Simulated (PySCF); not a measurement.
# CH4F2SeSi (SMILES F[SiH](F)C[SeH]) at 6 levels

Wanted: a comparison of 6 runs (HF/STO-3G, HF/3-21G, HF/def2-SVP, B3LYP/6-31G*, MP2/def2-SVP, CCSD(T)/def2-SVP) of CH4F2SeSi. Input form: a Python script.

Program for the calculation: PySCF 2.14.0.

### 1 The molecule

The species is CH4F2SeSi (9 atoms), meant as a singlet with charge 0. As SMILES, `F[SiH](F)C[SeH]`. Geometry: a GFN2-xTB relaxation, a rough one for these elements and not checked as a minimum. This is one conformer, not always the lowest.

Bond lengths: F1–Si2 1.593 Å, Si2–F3 1.599 Å, Si2–C4 1.892 Å, C4–Se5 1.977 Å, Si2–H6 1.442 Å, C4–H7 1.092 Å, C4–H8 1.090 Å, Se5–H9 1.449 Å. Some angles: F1–Si2–F3 102.8°, F1–Si2–C4 109.5°, F3–Si2–C4 108.0°, Si2–C4–Se5 113.3°, F1–Si2–H6 109.0°, F3–Si2–H6 109.1°, C4–Si2–H6 117.5°, Si2–C4–H7 110.8°, Si2–C4–H8 112.8°, Se5–C4–H7 104.3°.

### 2 Energy and forces at HF/STO-3G (run 1)

Input file geometry.xyz:

```xyz
9

F     -0.287150    -0.583620     2.121540
Si     0.282840     0.386770     0.994300
F      1.798420     0.609940     1.451180
C      0.300180    -0.517130    -0.667600
Se    -1.492100    -0.688980    -1.484650
H     -0.419350     1.645040     1.059870
H      0.640750    -1.547350    -0.545950
H      0.946770    -0.037430    -1.401750
H     -1.770360     0.732760    -1.526930
```

Input file job.py:

```python
import pyscf.grad
from pyscf import gto

molecule = gto.M(
    atom='geometry.xyz',
    charge=0,
    spin=0,
    max_memory=1860,
    verbose=4,
    basis='sto-3g',
)

myscf = molecule.RHF()
myscf.conv_tol = 1e-10
myscf.kernel()
if not myscf.converged:
    myscf = myscf.newton().run(myscf.mo_coeff, myscf.mo_occ)

e_tot = myscf.e_tot
print('E = %.10f Eh' % e_tot)
grad = myscf.Gradients().kernel()
myscf.analyze()
```

Run with:

```sh
$ OMP_NUM_THREADS=1 python job.py
```

The log of the run:

```text
PySCF version 2.14.0

[... 78 lines left out ...]
Nuclear Repulsion Energy =             420.969333556324557
[... 6 lines left out ...]
MO #1   energy= -455.604650973968  occ= 2
[... 4 lines left out ...]
MO #6   energy= -53.4810904374057  occ= 2
[... 4 lines left out ...]
MO #11  energy= -6.07332285717466  occ= 2
[... 4 lines left out ...]
MO #16  energy= -4.08376368840243  occ= 2
[... 4 lines left out ...]
MO #21  energy= -1.67737322614373  occ= 2
[... 4 lines left out ...]
MO #26  energy= -0.768870813916881 occ= 2
[... 4 lines left out ...]
MO #31  energy= -0.493242682086379 occ= 2
[... 4 lines left out ...]
MO #36  energy= -0.399654436111939 occ= 2
[... 4 lines left out ...]
MO #41  energy= 0.452715182018074  occ= 0
[... 4 lines left out ...]
MO #46  energy= 0.719545135544936  occ= 0
[... 19 lines left out ...]
pop of  2 F 2py           1.94350
pop of  2 F 2pz           1.90236
pop of  3 C 1s            1.99979
pop of  3 C 2s            1.12891
pop of  3 C 2px           0.97933
pop of  3 C 2py           1.07563
pop of  3 C 2pz           1.09999
pop of  4 Se 1s           2.00000
pop of  4 Se 2s           1.99998
pop of  4 Se 3s           1.99993
pop of  4 Se 4s           1.77606
pop of  4 Se 2px          2.00000
pop of  4 Se 2py          2.00000
pop of  4 Se 2pz          2.00000
pop of  4 Se 3px          1.99950
pop of  4 Se 3py          1.99935
pop of  4 Se 3pz          1.99989
pop of  4 Se 4px          1.20440
pop of  4 Se 4py          1.14324
pop of  4 Se 4pz          1.83477
pop of  4 Se 3dxy         1.99968
pop of  4 Se 3dyz         1.99998
pop of  4 Se 3dz^2        1.99919
pop of  4 Se 3dxz         1.99940
pop of  4 Se 3dx2-y2      1.99771
pop of  5 H 1s            1.15188
pop of  6 H 1s            0.95202
pop of  7 H 1s            0.95976
pop of  8 H 1s            1.04123
 ** Mulliken atomic charges  **
charge of    0F =     -0.27898
charge of    1Si =      0.90430
charge of    2F =     -0.28370
charge of    3C =     -0.28366
charge of    4Se =      0.04693
charge of    5H =     -0.15188
charge of    6H =      0.04798
charge of    7H =      0.04024
charge of    8H =     -0.04123
Dipole moment(X, Y, Z, Debye):  0.29189,  1.62616, -0.70574
```

It took 6.6 s on 1 thread of Intel Xeon at 2.70GHz, shared host; peak memory 0.12 GiB.

### 3 Energy and gradient at HF/3-21G (run 2)

Input file mol.xyz:

```xyz
9
CH4F2SeSi
F     -0.287150    -0.583620     2.121540
Si     0.282840     0.386770     0.994300
F      1.798420     0.609940     1.451180
C      0.300180    -0.517130    -0.667600
Se    -1.492100    -0.688980    -1.484650
H     -0.419350     1.645040     1.059870
H      0.640750    -1.547350    -0.545950
H      0.946770    -0.037430    -1.401750
H     -1.770360     0.732760    -1.526930
```

Input file calc.py:

```python
import pyscf.grad
from pyscf import gto

mol = gto.M(
    atom='mol.xyz',
    spin=0,
    max_memory=1860,
    basis='3-21g',
    verbose=4,
)

calc0 = mol.RHF()
calc0.conv_tol = 1e-10
calc0.kernel()
if not calc0.converged:
    calc0 = calc0.newton().run(calc0.mo_coeff, calc0.mo_occ)

etot = calc0.e_tot
print(f'total energy: {etot:.8f} hartree')
grad = calc0.Gradients().kernel()
calc0.analyze()
```

Run with:

```sh
$ OMP_NUM_THREADS=1 python calc.py
```

The log of the run:

```text
PySCF version 2.14.0

[... 65 lines left out ...]
converged SCF energy = -2913.7905206695
[... 18 lines left out ...]
DFT Exchange-Correlation Energy =     -132.668178012631870
[... 8 lines left out ...]
MO #7   energy= -26.1485518485883  occ= 2
[... 6 lines left out ...]
MO #14  energy= -6.21463332078331  occ= 2
[... 6 lines left out ...]
MO #21  energy= -2.5456657063664   occ= 2
[... 6 lines left out ...]
MO #28  energy= -0.683144113766804 occ= 2
[... 6 lines left out ...]
MO #35  energy= -0.525519809729774 occ= 2
[... 6 lines left out ...]
MO #42  energy= 0.217727227987161  occ= 0
[... 6 lines left out ...]
MO #49  energy= 0.600156570456745  occ= 0
[... 6 lines left out ...]
MO #56  energy= 1.02719116435409   occ= 0
[... 6 lines left out ...]
MO #63  energy= 2.22014343367388   occ= 0
[... 6 lines left out ...]
MO #70  energy= 4.00038708707339   occ= 0
[... 43 lines left out ...]
pop of  4 Se 2s           1.99996
pop of  4 Se 3s           1.99975
pop of  4 Se 4s           1.74781
pop of  4 Se 5s           0.00663
pop of  4 Se 2px          1.99998
pop of  4 Se 2py          1.99998
pop of  4 Se 2pz          1.99998
pop of  4 Se 3px          1.99985
pop of  4 Se 3py          1.99985
pop of  4 Se 3pz          1.99990
pop of  4 Se 4px          1.16445
pop of  4 Se 4py          1.17212
pop of  4 Se 4pz          1.81557
pop of  4 Se 5px          0.00659
pop of  4 Se 5py          0.00769
pop of  4 Se 5pz          0.00258
pop of  4 Se 3dxy         1.99964
pop of  4 Se 3dyz         1.99991
pop of  4 Se 3dz^2        1.99917
pop of  4 Se 3dxz         1.99888
pop of  4 Se 3dx2-y2      1.99834
pop of  5 H 1s            1.13394
pop of  5 H 2s            0.00377
pop of  6 H 1s            0.84751
pop of  6 H 2s            0.00987
pop of  7 H 1s            0.85669
pop of  7 H 2s            0.00978
pop of  8 H 1s            1.00089
pop of  8 H 2s            0.00300
 ** Mulliken atomic charges  **
charge of    0F =     -0.48163
charge of    1Si =      1.34282
charge of    2F =     -0.48637
charge of    3C =     -0.59072
charge of    4Se =      0.08136
charge of    5H =     -0.13772
charge of    6H =      0.14262
charge of    7H =      0.13353
charge of    8H =     -0.00389
Dipole moment(X, Y, Z, Debye): -0.38064,  1.42938, -2.13968
```

Wall time 4.5 s (1 thread of Intel Xeon at 2.70GHz, shared host); peak memory 0.14 GiB.

Runs 3 to 4 aren't shown in full; the table further down has their settings and results.

### 4 Energy and gradient at MP2/def2-SVP (run 5)

Input file input.py:

```python
import pyscf.grad
from pyscf import gto, scf, mp

molecule = gto.Mole()
molecule.atom = '''
F     -0.287150    -0.583620     2.121540
Si     0.282840     0.386770     0.994300
F      1.798420     0.609940     1.451180
C      0.300180    -0.517130    -0.667600
Se    -1.492100    -0.688980    -1.484650
H     -0.419350     1.645040     1.059870
H      0.640750    -1.547350    -0.545950
H      0.946770    -0.037430    -1.401750
H     -1.770360     0.732760    -1.526930
'''
molecule.verbose = 4
molecule.max_memory = 1860
molecule.basis = 'def2-svp'
molecule.build()

myscf = scf.RHF(molecule)
myscf.conv_tol = 1e-10
myscf.kernel()
if not myscf.converged:
    myscf = myscf.newton().run(myscf.mo_coeff, myscf.mo_occ)

pt = mp.MP2(myscf, frozen=17).run()
energy = pt.e_tot
print('Final energy', energy)
grad = pt.Gradients().kernel()
myscf.analyze()
```

Run with:

```sh
$ OMP_NUM_THREADS=1 python input.py
```

The log of the run:

```text
PySCF version 2.14.0

[... 93 lines left out ...]
MO #2   energy= -68.8543620380458  occ= 2
[... 10 lines left out ...]
MO #13  energy= -6.64094295195639  occ= 2
[... 10 lines left out ...]
MO #24  energy= -1.55890139667169  occ= 2
[... 10 lines left out ...]
MO #35  energy= -0.526616431531208 occ= 2
[... 10 lines left out ...]
MO #46  energy= 0.305724669889524  occ= 0
[... 10 lines left out ...]
MO #57  energy= 0.679378959547615  occ= 0
[... 10 lines left out ...]
MO #68  energy= 1.04302969513582   occ= 0
[... 10 lines left out ...]
MO #79  energy= 1.65885079427854   occ= 0
[... 10 lines left out ...]
MO #90  energy= 2.22470598400373   occ= 0
[... 10 lines left out ...]
MO #101 energy= 3.44673475740546   occ= 0
[... 10 lines left out ...]
MO #112 energy= 3.99973869850916   occ= 0
[... 85 lines left out ...]
pop of  4 Se 4dyz         0.00111
pop of  4 Se 4dz^2        0.00390
pop of  4 Se 4dxz         0.00577
pop of  4 Se 4dx2-y2      0.01040
pop of  4 Se 5dxy         0.00013
pop of  4 Se 5dyz         0.00002
pop of  4 Se 5dz^2        0.00012
pop of  4 Se 5dxz         0.00013
pop of  4 Se 5dx2-y2      0.00057
pop of  5 H 1s            1.14822
pop of  5 H 2s            0.00453
pop of  5 H 2px           0.00163
pop of  5 H 2py           0.00523
pop of  5 H 2pz           0.00027
pop of  6 H 1s            0.86335
pop of  6 H 2s            0.00908
pop of  6 H 2px           0.00028
pop of  6 H 2py           0.00153
pop of  6 H 2pz           0.00005
pop of  7 H 1s            0.87094
pop of  7 H 2s            0.00883
pop of  7 H 2px           0.00068
pop of  7 H 2py           0.00025
pop of  7 H 2pz           0.00101
pop of  8 H 1s            0.97088
pop of  8 H 2s            0.00605
pop of  8 H 2px           0.00042
pop of  8 H 2py           0.00549
pop of  8 H 2pz           0.00067
 ** Mulliken atomic charges  **
charge of    0F =     -0.52847
charge of    1Si =      1.45056
charge of    2F =     -0.53335
charge of    3C =     -0.50780
charge of    4Se =      0.01844
charge of    5H =     -0.15988
charge of    6H =      0.12572
charge of    7H =      0.11830
charge of    8H =      0.01649
Dipole moment(X, Y, Z, Debye): -0.13471,  1.22874, -1.82131
```

Wall time 44 s (1 thread of Intel Xeon at 2.70GHz, shared host); peak memory 1.5 GiB.

### 5 The energy at CCSD(T)/def2-SVP (run 6)

Input file run.py:

```python
from pyscf import gto, cc

molecule = gto.M(
    atom=[
    ('F', (-0.287150, -0.583620, 2.121540)),
    ('Si', (0.282840, 0.386770, 0.994300)),
    ('F', (1.798420, 0.609940, 1.451180)),
    ('C', (0.300180, -0.517130, -0.667600)),
    ('Se', (-1.492100, -0.688980, -1.484650)),
    ('H', (-0.419350, 1.645040, 1.059870)),
    ('H', (0.640750, -1.547350, -0.545950)),
    ('H', (0.946770, -0.037430, -1.401750)),
    ('H', (-1.770360, 0.732760, -1.526930)),
],
    basis='def2-svp',
    verbose=4,
    max_memory=1860,
)

hf = molecule.RHF()
hf.conv_tol = 1e-10
hf.kernel()
if not hf.converged:
    hf = hf.newton().run(hf.mo_coeff, hf.mo_occ)

mycc = cc.CCSD(hf, frozen=17)
mycc.kernel()
e_t = mycc.ccsd_t()
e_final = mycc.e_tot + e_t
print('E(%s) = %.9f' % ('CCSD(T)', e_final))
hf.analyze()
```

Run with:

```sh
$ OMP_NUM_THREADS=1 python run.py
```

The log of the run:

```text
PySCF version 2.14.0

[... 104 lines left out ...]
MO #2   energy= -68.8543620380458  occ= 2
[... 10 lines left out ...]
MO #13  energy= -6.64094295195639  occ= 2
[... 10 lines left out ...]
MO #24  energy= -1.55890139667169  occ= 2
[... 10 lines left out ...]
MO #35  energy= -0.526616431531208 occ= 2
[... 10 lines left out ...]
MO #46  energy= 0.305724669889524  occ= 0
[... 10 lines left out ...]
MO #57  energy= 0.679378959547615  occ= 0
[... 10 lines left out ...]
MO #68  energy= 1.04302969513582   occ= 0
[... 10 lines left out ...]
MO #79  energy= 1.65885079427854   occ= 0
[... 10 lines left out ...]
MO #90  energy= 2.22470598400373   occ= 0
[... 10 lines left out ...]
MO #101 energy= 3.44673475740546   occ= 0
[... 10 lines left out ...]
MO #112 energy= 3.99973869850916   occ= 0
[... 85 lines left out ...]
pop of  4 Se 4dyz         0.00111
pop of  4 Se 4dz^2        0.00390
pop of  4 Se 4dxz         0.00577
pop of  4 Se 4dx2-y2      0.01040
pop of  4 Se 5dxy         0.00013
pop of  4 Se 5dyz         0.00002
pop of  4 Se 5dz^2        0.00012
pop of  4 Se 5dxz         0.00013
pop of  4 Se 5dx2-y2      0.00057
pop of  5 H 1s            1.14822
pop of  5 H 2s            0.00453
pop of  5 H 2px           0.00163
pop of  5 H 2py           0.00523
pop of  5 H 2pz           0.00027
pop of  6 H 1s            0.86335
pop of  6 H 2s            0.00908
pop of  6 H 2px           0.00028
pop of  6 H 2py           0.00153
pop of  6 H 2pz           0.00005
pop of  7 H 1s            0.87094
pop of  7 H 2s            0.00883
pop of  7 H 2px           0.00068
pop of  7 H 2py           0.00025
pop of  7 H 2pz           0.00101
pop of  8 H 1s            0.97088
pop of  8 H 2s            0.00605
pop of  8 H 2px           0.00042
pop of  8 H 2py           0.00549
pop of  8 H 2pz           0.00067
 ** Mulliken atomic charges  **
charge of    0F =     -0.52847
charge of    1Si =      1.45056
charge of    2F =     -0.53335
charge of    3C =     -0.50780
charge of    4Se =      0.01844
charge of    5H =     -0.15988
charge of    6H =      0.12572
charge of    7H =      0.11830
charge of    8H =      0.01649
Dipole moment(X, Y, Z, Debye): -0.13471,  1.22874, -1.82131
```

It took 2.2 min on 1 thread of Intel Xeon at 2.70GHz, shared host; peak memory 0.92 GiB.

### 6 Overview of the runs

| run | level | integration grid | frozen core orbitals | energy (Eh) | dipole moment (D) of the reference | HOMO energy (eV) | LUMO energy (eV) | wall time |
| --- | --- | --- | --- | --- | --- | --- | --- | --- |
| 1 | HF/STO-3G | – | – | -2895.015872 | 1.80 | -7.14 | 9.40 | 6.6 s |
| 2 | HF/3-21G | – | – | -2913.790521 | 2.60 | -9.56 | 3.63 | 4.5 s |
| 3 | HF/def2-SVP | – | – | -2927.398020 | 2.20 | -9.54 | 3.36 | 18 s |
| 4 | B3LYP/6-31G* (spherical functions) | 5 | – | -2931.094089 | 1.82 | -6.50 | -0.38 | 60 s |
| 5 | MP2/def2-SVP | – | 17 | -2928.238665 | 2.20 | -9.54 | 3.36 | 44 s |
| 6 | CCSD(T)/def2-SVP | – | 17 | -2928.288424 | 2.20 | -9.54 | 3.36 | 2.2 min |

### 7 Summary of results

| quantity | value |
| --- | --- |
| run 6: total energy | -2928.28842 Eh |
| run 6: dipole moment (Hartree–Fock density) | 2.20 D |
| run 6: HOMO energy (Hartree–Fock orbitals) | -9.54 eV |
| run 6: LUMO energy (Hartree–Fock orbitals) | 3.36 eV |
| run 6: HOMO–LUMO gap (Hartree–Fock orbitals) | 12.91 eV |
| run 6: correlation energy (17 core orbitals frozen) | -890.4 mEh |
| run 6: (T) correction | -18.79 mEh |
| run 6: T1 diagnostic | 0.010 |

Below the HF energy at the same shape and in the same basis (def2-SVP): MP2 -840.6 mEh; CCSD(T) -890.4 mEh. Over runs 1, 2, 3, 4 the dipole moment (its size) runs from 1.80 D (HF/STO-3G) to 2.60 D (HF/3-21G). Over runs 1, 2, 3, 4 the HOMO–LUMO gap runs from 6.12 eV (B3LYP/6-31G*) to 16.54 eV (HF/STO-3G). The two ends differ in method and basis. In run 1 the basis is minimal, so the values are rough. All runs together took 4.4 min, the longest 2.2 min.
